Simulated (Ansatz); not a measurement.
**RuCl+ (septet): wave-function methods side by side, def2-TZVPP**

One table from this session's results is given with a row withheld; the runs are named, their logs left out.

The runs use Ansatz 0.2.0, Gaussian basis; def2-TZVPP, core rule «outside noble gas», up to 9 orbitals frozen.

Plan: UHF; ROHF; CCSD(T) on UHF.

## The geometry

The geometry is a PBE0/def2-TZVP stationary point (not a proven minimum) of the parent state, kept for this charge and spin. No spin-orbit coupling is included. Elements past krypton take def2 core potentials.

2 atoms, charge 1, spin multiplicity 7.

Atoms are counted from 1 here; the program's logs count them from 0.

Bond lengths: Ru1–Cl2 2.280 Å.

Geometry (Å):

```
Ru    0.00000    0.00000    0.00000
Cl    0.00000    0.00000    2.28040
```

The first run:

The input, in.yaml:

```yaml
crystal:
  periodic: [false, false, false]
  atoms:
    - {symbol: Ru, position_ang: [0.000000, 0.000000, 0.000000]}
    - {symbol: Cl, position_ang: [0.000000, 0.000000, 2.280400]}
basis:
  gaussian: {orbitals: def2-TZVPP}
total_charge: 1
magnetization: {spin_polarized: true, initial_magnetization: 6}
hamiltonian: {xc: hf}
output: {orbitals: {seedname: orbitals}}
```

The run is started by

```
$ ansatz run in.yaml --threads 1 --pin off --events-out ev --progress --plain --max-ram 4096MiB --backend cpu
```

Steps of the session up to this table: UHF; ROHF; CCSD(T) on UHF.

One table of the session follows, with a row left open; its other results are not shown here.

```
  method  from UCCSD(T) (meV)
    ROHF             +10422.8
     UHF             +10290.9
    UMP2              +1342.6
   UCCSD                    ?
UCCSD(T)                    0
```

**Question.** Estimate the row for UCCSD.

As computed: from UCCSD(T) (meV): +590.8. In the column «from UCCSD(T) (meV)» it lies between UCCSD(T) (0) and UMP2 (+1342.6).
